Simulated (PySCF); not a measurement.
# C2H4AlI2N: the cost of one run

Programs: PySCF 2.14.0, with routines of our own; each step states its level. All values are computed. Atoms count from 0.

## (1) The starting structure

10 atoms, charge 0, multiplicity 1; geometry from: GFN2-xTB.

## (2) Relaxing the molecule at PBE0-D3(BJ)/def2-SVP

Job settings and geometry (Å):

```
{"job": {"xc": "PBE0", "basis": "def2-SVP", "d3": "d3bj", "grid": 1, "maxiter": 30, "shake": 0.01, "kind": "geom"}, "charge": 0, "multiplicity": 1}
C     -1.965300     0.220930     0.876390
C     -0.801760    -0.008170     0.143210
N      0.145370    -0.210550    -0.457250
Al     2.092780    -0.323430    -1.057620
I      2.946850    -1.792160     0.809080
I      2.547440     2.166100    -1.137840
H     -2.689230    -0.562590     0.701310
H     -2.405000     1.199100     0.544880
H     -1.751410     0.305140     1.955240
H      1.930700    -1.015290    -2.398460
```

Launch:

```console
> OMP_NUM_THREADS=1 python heavy_run.py task.json out
```

This one command runs all jobs of the session in turn.

**Question.** How long does this first job take on 1 thread of Intel Xeon Platinum 8488C, shared host, and how much memory does it need?

About 1.8 min, with a peak of 0.54 GiB.
